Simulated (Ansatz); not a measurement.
# BBrCl2H2 (built from SMILES ClB(Cl)Br.[H][H]): search for a transition state

Is there a first-order saddle for this four-centre ligand exchange, which should form B1–H6, Br2–H5 and break B1–Br2, H5–H6, and which two structures does it connect?

Computed with Ansatz 0.2.0, Gaussian basis. Level: PBE0-D4, def2-SVP first, then def2-TZVP.

152 further runs of the same task are left out: 152 set aside as unsound or not needed. Runs told in other sessions of the task aren't counted.

## Step 1: Where the work starts

The guess: 6 atoms, charge 0, spin multiplicity 1.

Atoms are counted from 1 here; the program's logs count them from 0.

Bond lengths: B1–Br2 2.289 Å, B1–Cl3 1.748 Å, B1–Cl4 1.748 Å, B1–H6 1.347 Å. Angles: Br2–B1–Cl3 109.4°, Br2–B1–Cl4 109.4°, Br2–B1–H6 92.1°, Cl3–B1–Cl4 122.6°, Cl3–B1–H6 109.5°, Cl4–B1–H6 109.5°.

As a file:

```
B     0.0709   -0.4090    0.1477
Br    1.1551    1.5112   -0.4676
Cl    0.4075   -1.6662   -1.0195
Cl    0.2480   -0.6501    1.8702
H    -0.7454    1.0836   -0.4223
H    -1.1361    0.1305   -0.1086
```

Distances that are to change: B1–H6 1.35 Å, Br2–H5 1.95 Å, B1–Br2 2.29 Å, H5–H6 1.08 Å.

## Step 2: Relaxing the guess with the reacting distances held

The input, hold/in.yaml:

```yaml
crystal:
  periodic: [false, false, false]
  atoms:
    - {symbol: B, position_ang: [0.070900, -0.409000, 0.147700]}
    - {symbol: Br, position_ang: [1.155100, 1.511200, -0.467600]}
    - {symbol: Cl, position_ang: [0.407500, -1.666200, -1.019500]}
    - {symbol: Cl, position_ang: [0.248000, -0.650100, 1.870200]}
    - {symbol: H, position_ang: [-0.745400, 1.083600, -0.422300]}
    - {symbol: H, position_ang: [-1.136100, 0.130500, -0.108600]}
basis:
  gaussian: {orbitals: def2-SVP}
hamiltonian: {xc: pbe0, dispersion: d4}
relax: {f_tol: 0.04, max_steps: 150, escape_saddle: false, constraints: [{distance: [0, 5]}, {distance: [1, 4]}, {distance: [0, 1]}, {distance: [4, 5]}]}
```

Started as:

```bash
> ansatz run in.yaml --threads 4 --pin off --events-out ev --progress --plain --max-ram 9574MiB
```

Standard output, cut to the lines that bear on the results:

```text
Functional definition: PBE0
  name "PBE0"
  cite "Adamo & Barone, J. Chem. Phys. 110, 6158 (1999) doi:10.1063/1.478522"
  cite "Perdew, Burke & Ernzerhof, Phys. Rev. Lett. 77, 3865 (1996) doi:10.1103/PhysRevLett.77.3865"
  parent pbe
[...]
953 factors; integrals over basis functions are off by at most 3.9e-4 eV
[...]
mean field -95767.14974192 eV, -3519.3778397100 hartree, gradient 2.7e-5 eV, S^2 0.000000; 0 other end points of the search recorded, 0 dependent functions left out
[...]
reference -95767.14976225 eV, -3519.3778404572 hartree; 38, 38 occupied and 54, 54 virtual orbitals, 953 factors
relax step   1: F+E_penalty+E_count = -95767.31546535 eV  Δ(F+E_penalty+E_count) = +0.000e0 eV  max|allowed force component| = 7.713e-1 eV/Å  Δτ_max = 0.0000 Å  (25 SCF iters, accepted)
[...]
relax step   3: F+E_penalty+E_count = -95767.60825196 eV  Δ(F+E_penalty+E_count) = +1.444e-4 eV  max|allowed force component| = 3.490e-1 eV/Å  Δτ_max = 0.0896 Å  (30 SCF iters, rejected (line search))
[...]
relax step   4: F+E_penalty+E_count = -95767.62717370 eV  Δ(F+E_penalty+E_count) = -1.878e-2 eV  max|allowed force component| = 3.209e-2 eV/Å  Δτ_max = 0.0453 Å  (30 SCF iters, accepted)
  distance B 0 - H 5 held at 1.346699 Å   reaction = -1.7968e-1 eV/Å
  distance Br 1 - H 4 held at 1.948536 Å   reaction = +7.3031e-1 eV/Å
  distance B 0 - Br 1 held at 2.289378 Å   reaction = +7.4635e-1 eV/Å
  distance H 4 - H 5 held at 1.076779 Å   reaction = +1.4447e0 eV/Å
953 factors; integrals over basis functions are off by at most 4.5e-4 eV
mean field -95767.46936337 eV, -3519.3895855817 hartree, gradient 9.2e-6 eV, S^2 0.000000; 1 other end points of the search recorded, 0 dependent functions left out
[...]
reference -95767.46938342 eV, -3519.3895863185 hartree; 38, 38 occupied and 54, 54 virtual orbitals, 953 factors
Total energy: -95767.62719375 eV, -3519.3953857413 hartree
Atom 0 at     0.057742    -0.315268     0.113973 Å, force     0.531552     0.585467    -0.176878 eV/Å
Atom 1 at     1.216512     1.566643    -0.483452 Å, force    -1.051447    -0.861835     0.243856 eV/Å
Atom 2 at     0.357439    -1.604256    -1.053630 Å, force     0.003499     0.009634     0.015669 eV/Å
Atom 3 at     0.197251    -0.581893     1.852894 Å, force     0.004774    -0.003244    -0.016248 eV/Å
Atom 4 at    -0.604802     0.887932    -0.345747 Å, force    -0.123991    -0.906166     0.312166 eV/Å
Atom 5 at    -1.224142     0.046842    -0.084138 Å, force     0.635614     1.176143    -0.378565 eV/Å
Dipole moment:    -0.407529     0.090955    -0.054517 e Å
```

Wall time 6.5 s (4 threads of Arm Neoverse V2, shared host).

Along the way:

```csv
step,energy from step 1 (eV),largest force component (eV/Å)
1,0.0000,0.7713
2,-0.2929,0.2995
3,-0.2928,0.3490
4,-0.3117,0.0321
```

Close pairs (by a distance rule), those that changed most:

```csv
bond,before (Å),after (Å),change (Å)
B1–H5,1.794,1.448,-0.346
B1–Cl3,1.748,1.765,+0.017
B1–Cl4,1.748,1.765,+0.016
B1–Br2,2.289,2.289,+0.000
B1–H6,1.347,1.347,+0.000
```

## Step 3: Force constants to start from

The input, hessian/in.yaml:

```yaml
crystal:
  periodic: [false, false, false]
  atoms:
    - {symbol: B, position_ang: [0.057742, -0.315268, 0.113973]}
    - {symbol: Br, position_ang: [1.216512, 1.566643, -0.483452]}
    - {symbol: Cl, position_ang: [0.357439, -1.604256, -1.053630]}
    - {symbol: Cl, position_ang: [0.197251, -0.581893, 1.852894]}
    - {symbol: H, position_ang: [-0.604802, 0.887932, -0.345747]}
    - {symbol: H, position_ang: [-1.224142, 0.046842, -0.084138]}
basis:
  gaussian: {orbitals: def2-SVP}
hamiltonian: {xc: pbe0, dispersion: d4}
phonons: {}
scf: {lower_state_search: off}
```

Started as:

```bash
> ansatz run in.yaml --threads 4 --pin off --events-out ev --progress --plain --max-ram 9574MiB
```

Standard output, cut to the lines that bear on the results:

```text
[... 5 set-up lines as earlier in the session ...]
[...]
951 factors; integrals over basis functions are off by at most 4.5e-4 eV
[...]
mean field -95767.46936204 eV, -3519.3895855328 hartree, gradient 1.7e-6 eV, S^2 0.000000; 0 other end points of the search recorded, 0 dependent functions left out
[...]
reference -95767.46938205 eV, -3519.3895862681 hartree; 38, 38 occupied and 54, 54 virtual orbitals, 951 factors
[... from here to the last solve, the lines of the solves are left out (35 solves) ...]
951 factors; integrals over basis functions are off by at most 4.5e-4 eV
mean field -95767.47028397 eV, -3519.3896194131 hartree, gradient 8.5e-7 eV, S^2 0.000000; 0 other end points of the search recorded, 0 dependent functions left out
[...]
WARN: phonons: modes at or below zero, which the zero-point energy, F, S and C_V leave out: 1, the lowest at -901.19 cm⁻¹. A minimum has none, and a first-order saddle one
Total energy: -95767.62719237 eV, -3519.3953856904 hartree
Atom 0 at     0.057742    -0.315268     0.113973 Å, force     0.531562     0.585489    -0.176895 eV/Å
Atom 1 at     1.216512     1.566643    -0.483452 Å, force    -1.051463    -0.861861     0.243866 eV/Å
Atom 2 at     0.357439    -1.604256    -1.053630 Å, force     0.003513     0.009621     0.015663 eV/Å
Atom 3 at     0.197251    -0.581893     1.852894 Å, force     0.004787    -0.003249    -0.016227 eV/Å
Atom 4 at    -0.604802     0.887932    -0.345747 Å, force    -0.123991    -0.906157     0.312164 eV/Å
Atom 5 at    -1.224142     0.046842    -0.084138 Å, force     0.635592     1.176157    -0.378571 eV/Å
Dipole moment:    -0.407530     0.090955    -0.054516 e Å
Vibrations: -901.19 165.03 165.42 296.45 499.09 680.68 740.95 975.11 1089.36 1144.34 1689.14 2056.19 cm⁻¹, zero-point energy 0.589035 eV
Checks for a lower state left out: stability, starts, cluster_reference, orbital_swaps, neighbouring_geometries, increment
```

It took 29 s on 4 threads of Arm Neoverse V2, shared host.

The structure is not stationary yet, so these wavenumbers are no spectrum; the search needs only the force constants.

## Step 4: Saddle search in the small basis

A small driver takes partitioned rational-function steps: uphill along one mode, downhill along the rest. It calls the program once a step for energy and forces and updates the Hessian by Bofill's formula. It stops when the largest force is under 0.04 eV/Å and the followed curvature is negative. The first step's input:

The input, presaddle/in.yaml:

```yaml
crystal:
  periodic: [false, false, false]
  atoms:
    - {symbol: B, position_ang: [0.057742, -0.315268, 0.113973]}
    - {symbol: Br, position_ang: [1.216512, 1.566643, -0.483452]}
    - {symbol: Cl, position_ang: [0.357439, -1.604256, -1.053630]}
    - {symbol: Cl, position_ang: [0.197251, -0.581893, 1.852894]}
    - {symbol: H, position_ang: [-0.604802, 0.887932, -0.345747]}
    - {symbol: H, position_ang: [-1.224142, 0.046842, -0.084138]}
basis:
  gaussian: {orbitals: def2-SVP}
hamiltonian: {xc: pbe0, dispersion: d4}
output: {forces: true}
scf: {lower_state_search: off}
```

Started as:

```bash
> ansatz run in.yaml --threads 4 --pin off --events-out ev --progress --plain --max-ram 9574MiB
```

Step by step:

```csv
step,energy (eV),largest force (eV/Å),followed curvature (eV/Å²)
1,-95767.62718,1.1762,-7.27
2,-95767.75133,0.2990,-7.33
3,-95767.74589,0.0370,-6.66
```

The 3 steps took 2.5 s in all (4 threads of Arm Neoverse V2, shared host).

## Step 5: Saddle search in triple zeta

The search itself is an outer loop (partitioned rational-function steps, Bofill update of the Hessian). Each step is one single-point run with forces. It stops when the largest force is under 0.01 eV/Å and the followed curvature is negative. The first step's input:

The input, saddle/in.yaml:

```yaml
crystal:
  periodic: [false, false, false]
  atoms:
    - {symbol: B, position_ang: [0.003491, -0.366987, 0.129219]}
    - {symbol: Br, position_ang: [1.063865, 1.557397, -0.488924]}
    - {symbol: Cl, position_ang: [0.375440, -1.632252, -1.041346]}
    - {symbol: Cl, position_ang: [0.215135, -0.611033, 1.862741]}
    - {symbol: H, position_ang: [-0.487887, 0.925610, -0.352428]}
    - {symbol: H, position_ang: [-1.170044, 0.127265, -0.109362]}
basis:
  gaussian: {orbitals: def2-TZVP}
hamiltonian: {xc: pbe0, dispersion: d4}
output: {forces: true}
scf: {lower_state_search: off}
```

Started as:

```bash
> ansatz run in.yaml --threads 4 --pin off --events-out ev --progress --plain --max-ram 9574MiB
```

The driver's record:

```csv
step,energy (eV),largest force (eV/Å),followed curvature (eV/Å²)
1,-95785.47734,0.1706,-6.66
2,-95785.48021,0.0176,-6.72
3,-95785.48027,0.0133,-6.93
4,-95785.48028,0.0012,-6.59
```

The 4 steps took 8.3 s in all (4 threads of Arm Neoverse V2, shared host).

The point found:

```
B     0.0001   -0.3741    0.1315
Br    1.0643    1.5667   -0.4922
Cl    0.3700   -1.6270   -1.0405
Cl    0.2100   -0.6077    1.8583
H    -0.4852    0.9147   -0.3484
H    -1.1593    0.1274   -0.1088
```

Followed mode, largest move set to 1: H5 (0.78, 0.60, -0.17); B1 (-0.63, -0.49, 0.14); Br2 (-0.34, 0.25, -0.11); H6 (-0.05, -0.19, 0.06).

## Step 6: Vibrations at the point found

The input, vib/in.yaml:

```yaml
crystal:
  periodic: [false, false, false]
  atoms:
    - {symbol: B, position_ang: [0.000075, -0.374110, 0.131540]}
    - {symbol: Br, position_ang: [1.064281, 1.566682, -0.492178]}
    - {symbol: Cl, position_ang: [0.370045, -1.627015, -1.040530]}
    - {symbol: Cl, position_ang: [0.210021, -0.607658, 1.858322]}
    - {symbol: H, position_ang: [-0.485171, 0.914684, -0.348440]}
    - {symbol: H, position_ang: [-1.159251, 0.127417, -0.108815]}
basis:
  gaussian: {orbitals: def2-TZVP}
hamiltonian: {xc: pbe0, dispersion: d4}
phonons: {temperatures: {t_min: 298.15, t_max: 900, t_step: 200}}
```

Started as:

```bash
> ansatz run in.yaml --threads 4 --pin off --events-out ev --progress --plain --max-ram 9574MiB
```

Standard output, cut to the lines that bear on the results:

```text
[... 5 set-up lines as earlier in the session ...]
[...]
1206 factors; their error is unknown
[...]
mean field -95785.32248883 eV, -3520.0456758411 hartree, gradient 2.2e-5 eV, S^2 0.000000; 0 other end points of the search recorded, 0 dependent functions left out
[...]
reference -95785.32251546 eV, -3520.0456768198 hartree; 38, 38 occupied and 127, 127 virtual orbitals, 1206 factors
[... from here to the last solve, the lines of the solves are left out (21 solves) ...]
1206 factors; their error is unknown
mean field -95785.32244893 eV, -3520.0456743748 hartree, gradient 2.3e-6 eV, S^2 0.000000; 0 other end points of the search recorded, 0 dependent functions left out
[...]
reference -95785.32247557 eV, -3520.0456753536 hartree; 38, 38 occupied and 127, 127 virtual orbitals, 1206 factors
WARN: phonons: modes at or below zero, which the zero-point energy, F, S and C_V leave out: 1, the lowest at -731.78 cm⁻¹. A minimum has none, and a first-order saddle one
Total energy: -95785.48028290 eV, -3520.0514746662 hartree
Atom 0 at     0.000075    -0.374110     0.131540 Å, force     0.000159     0.001058    -0.000363 eV/Å
Atom 1 at     1.064281     1.566682    -0.492178 Å, force     0.000175    -0.000571     0.000211 eV/Å
Atom 2 at     0.370045    -1.627015    -1.040530 Å, force     0.000535    -0.000286     0.000407 eV/Å
Atom 3 at     0.210021    -0.607658     1.858322 Å, force     0.000562    -0.000459    -0.000084 eV/Å
Atom 4 at    -0.485171     0.914684    -0.348440 Å, force    -0.000230    -0.000374     0.000119 eV/Å
Atom 5 at    -1.159251     0.127417    -0.108815 Å, force    -0.001201     0.000632    -0.000289 eV/Å
Dipole moment:    -0.260712     0.149304    -0.066893 e Å
Vibrations: -731.78 152.72 168.78 289.44 641.17 703.61 704.32 930.89 1012.52 1319.95 1533.33 2205.08 cm⁻¹, zero-point energy 0.598955 eV
```

Run time: 48 s. Hardware: 4 threads of Arm Neoverse V2, shared host.

The modes, with what each moves most:

```csv
mode,wavenumber (cm⁻¹),character
1,732i,"changes B1–H6, Br2–H5, H5–H6"
2,153,bend
3,169,bend with B–Br stretch
4,289,bend with torsion
5,641,B–Cl stretch with bend
6,704,B–Cl stretch with bend
7,704,wag or twist
8,931,B–Cl stretch
9,1013,bend with wag or twist
10,1320,bend
11,1533,bend
12,2205,B–H stretch
```

Vibrational sums (real modes only):

```csv
T (K),entropy (J/mol/K),heat capacity (J/mol/K)
298,32.6,38.1
498,56.9,56.7
698,78.0,68.1
898,96.1,75.1
```

## Step 7: Relaxing after a step of 0.30 Å one way along the mode

The input, downa/in.yaml:

```yaml
crystal:
  periodic: [false, false, false]
  atoms:
    - {symbol: B, position_ang: [-0.187931, -0.519969, 0.172439]}
    - {symbol: Br, position_ang: [0.961348, 1.642598, -0.524553]}
    - {symbol: Cl, position_ang: [0.405581, -1.655361, -1.032060]}
    - {symbol: Cl, position_ang: [0.245223, -0.633813, 1.872914]}
    - {symbol: H, position_ang: [-0.251005, 1.095274, -0.398972]}
    - {symbol: H, position_ang: [-1.173217, 0.071272, -0.089868]}
basis:
  gaussian: {orbitals: def2-TZVP}
hamiltonian: {xc: pbe0, dispersion: d4}
relax: {f_tol: 0.005, max_steps: 200}
```

Started as:

```bash
> ansatz run in.yaml --threads 4 --pin off --events-out ev --progress --plain --max-ram 9574MiB
```

Standard output, cut to the lines that bear on the results:

```text
[... 5 set-up lines as earlier in the session ...]
[...]
1206 factors; their error is unknown
[...]
mean field -95785.37282230 eV, -3520.0475255618 hartree, gradient 4.8e-5 eV, S^2 0.000000; 0 other end points of the search recorded, 0 dependent functions left out
[...]
reference -95785.37284952 eV, -3520.0475265624 hartree; 38, 38 occupied and 127, 127 virtual orbitals, 1206 factors
relax step   1: F+E_penalty+E_count = -95785.52913678 eV  Δ(F+E_penalty+E_count) = +0.000e0 eV  max|allowed force component| = 3.687e0 eV/Å  Δτ_max = 0.0000 Å  (25 SCF iters, accepted)
[...]
1206 factors; their error is unknown
[...]
mean field -95786.20361890 eV, -3520.0780567738 hartree, gradient 1.1e-5 eV, S^2 0.000000; 1 other end points of the search recorded, 0 dependent functions left out
[...]
reference -95786.20364904 eV, -3520.0780578816 hartree; 38, 38 occupied and 127, 127 virtual orbitals, 1206 factors
Total energy: -95786.32974899 eV, -3520.0826919692 hartree
Atom 0 at    -0.354010    -1.052978     0.350691 Å, force     0.003377    -0.001931     0.000872 eV/Å
Atom 1 at     1.130751     1.959028    -0.626539 Å, force    -0.001472     0.000714    -0.000334 eV/Å
Atom 2 at     0.408795    -2.030246    -0.864065 Å, force    -0.001697     0.002262     0.002310 eV/Å
Atom 3 at     0.251915    -1.031158     1.977017 Å, force    -0.001384     0.000264    -0.003372 eV/Å
Atom 4 at    -0.113682     2.581969    -0.914080 Å, force     0.001719    -0.000918     0.000420 eV/Å
Atom 5 at    -1.323771    -0.426614     0.076877 Å, force    -0.000544    -0.000391     0.000104 eV/Å
Dipole moment:    -0.216782     0.203505    -0.083503 e Å
```

Run time: 75 s. Hardware: 4 threads of Arm Neoverse V2, shared host.

The steps of the relaxation: (the energy doesn't fall at every step)

```csv
step,energy from step 1 (eV),largest force component (eV/Å)
1,0.0000,3.6874
2,-0.4421,1.2908
3,-0.5827,0.8881
4,-0.6519,0.8559
5,-0.7048,0.7112
6,-0.7637,0.1282
7,-0.7697,0.0867
8,-0.7736,0.0622
9,-0.7746,0.1481
10,-0.7761,0.1975
11,-0.7784,0.3390
12,-0.7792,0.3851
13,-0.7918,0.0316
14,-0.7930,0.0735
15,-0.7840,0.7299
16,-0.7955,0.0365
17,-0.7970,0.1845
18,-0.7956,0.1864
19,-0.7982,0.0422
20,-0.7987,0.0236
21,-0.7991,0.2044
22,-0.8004,0.0135
23,-0.8004,0.0034
24,-0.8001,0.0558
25,-0.7998,0.0836
26,-0.8005,0.0027
27,-0.8006,0.0114
28,-0.8006,0.0073
29,-0.8006,0.0034
```

Close pairs (by a distance rule), those that changed most:

```csv
bond,before (Å),after (Å),change (Å)
Br2–H5,1.336,1.421,+0.085
B1–Cl4,1.758,1.736,-0.023
B1–Cl3,1.758,1.736,-0.023
B1–H6,1.179,1.186,+0.008
```

## Step 8: Relaxing after a step of 0.30 Å the other way along the mode

The input, downb/in.yaml:

```yaml
crystal:
  periodic: [false, false, false]
  atoms:
    - {symbol: B, position_ang: [0.188080, -0.228250, 0.090641]}
    - {symbol: Br, position_ang: [1.167215, 1.490766, -0.459803]}
    - {symbol: Cl, position_ang: [0.334510, -1.598670, -1.049000]}
    - {symbol: Cl, position_ang: [0.174819, -0.581502, 1.843730]}
    - {symbol: H, position_ang: [-0.719337, 0.734095, -0.297907]}
    - {symbol: H, position_ang: [-1.145286, 0.183561, -0.127762]}
basis:
  gaussian: {orbitals: def2-TZVP}
hamiltonian: {xc: pbe0, dispersion: d4}
relax: {f_tol: 0.005, max_steps: 200}
```

Started as:

```bash
> ansatz run in.yaml --threads 4 --pin off --events-out ev --progress --plain --max-ram 9574MiB
```

Standard output, cut to the lines that bear on the results:

```text
[... 5 set-up lines as earlier in the session ...]
[...]
1206 factors; their error is unknown
[...]
mean field -95785.48319305 eV, -3520.0515816123 hartree, gradient 2.0e-5 eV, S^2 0.000000; 0 other end points of the search recorded, 0 dependent functions left out
[...]
reference -95785.48321880 eV, -3520.0515825584 hartree; 38, 38 occupied and 127, 127 virtual orbitals, 1206 factors
relax step   1: F+E_penalty+E_count = -95785.64211566 eV  Δ(F+E_penalty+E_count) = +0.000e0 eV  max|allowed force component| = 2.557e0 eV/Å  Δτ_max = 0.0000 Å  (26 SCF iters, accepted)
[...]
1206 factors; their error is unknown
[...]
mean field -95786.62389793 eV, -3520.0935017432 hartree, gradient 1.2e-5 eV, S^2 0.000000; 1 other end points of the search recorded, 0 dependent functions left out
[...]
reference -95786.62392707 eV, -3520.0935028140 hartree; 38, 38 occupied and 127, 127 virtual orbitals, 1206 factors
Total energy: -95786.77285657 eV, -3520.0989758725 hartree
Atom 0 at     0.981208    -0.416853     0.200731 Å, force    -0.000086    -0.000184     0.000060 eV/Å
Atom 1 at     1.749554     1.237095    -0.338446 Å, force    -0.000226    -0.000280     0.000086 eV/Å
Atom 2 at     0.712262    -1.668051    -0.969856 Å, force     0.000097     0.000384     0.000301 eV/Å
Atom 3 at     0.555886    -0.672015     1.862685 Å, force     0.000139     0.000115    -0.000464 eV/Å
Atom 4 at    -1.830362     1.076631    -0.479677 Å, force     0.000168    -0.000290     0.000111 eV/Å
Atom 5 at    -2.168547     0.443193    -0.275537 Å, force    -0.000092     0.000256    -0.000095 eV/Å
Dipole moment:    -0.014398    -0.006123     0.001358 e Å
```

Run time: 73 s. Hardware: 4 threads of Arm Neoverse V2, shared host.

Step by step: (the energy doesn't fall at every step)

```csv
step,energy from step 1 (eV),largest force component (eV/Å)
1,0.0000,2.5566
2,-0.2884,1.3482
3,-0.3802,0.7428
4,-0.5465,0.7672
5,-0.7896,1.0031
6,-0.9532,1.1121
7,-1.0807,0.4766
8,-1.1168,0.3227
9,-1.1101,0.4674
10,-1.1281,0.1471
11,-1.1296,0.0308
12,-1.1299,0.0379
13,-1.1301,0.0308
14,-1.1303,0.0161
15,-1.1303,0.0293
16,-1.1297,0.0590
17,-1.1304,0.0082
18,-1.1305,0.0097
19,-1.1306,0.0031
20,-1.1305,0.0931
21,-1.1307,0.0188
22,-1.1306,0.0353
23,-1.1307,0.0167
24,-1.1307,0.0225
25,-1.1307,0.0146
26,-1.1307,0.0105
27,-1.1307,0.0005
```

Distances of close pairs at the start and the end, largest changes first:

```csv
bond,before (Å),after (Å),change (Å)
B1–H6,1.412,3.300,+1.887
B1–H5,1.379,3.256,+1.877
B1–Br2,2.053,1.902,-0.152
B1–Cl4,1.788,1.734,-0.054
B1–Cl3,1.788,1.734,-0.054
H5–H6,0.717,0.747,+0.030
```

## Step 9: What the saddle joins

```csv
pair,start side (Å),saddle (Å),end side (Å)
B1–H6,3.300,1.286,1.186
Br2–H5,3.586,1.687,1.421
B1–Br2,1.902,2.300,3.497
H5–H6,0.747,1.064,3.391
```

## Step 10: Outcome

```
                       quantity                                                     value
                 imaginary mode                                                 732i cm⁻¹
    barrier from the start side                                              124.7 kJ/mol
      barrier from the end side                                               82.0 kJ/mol
             energy of the step                                              +42.8 kJ/mol
              pairs that change  B1–H6 formed, Br2–H5 formed, B1–Br2 broken, H5–H6 broken
zero-point energy at the saddle                                                  0.599 eV
```

In words: The point has a single imaginary mode (732i cm⁻¹), as a transition state must. Going downhill both ways gives the intended start and end. At PBE0-D4/def2-TZVP the electronic barrier is 124.7 kJ/mol, about 50 kT at 298 K, and the step runs 42.8 kJ/mol uphill. These are plain relaxations, not an intrinsic reaction coordinate.
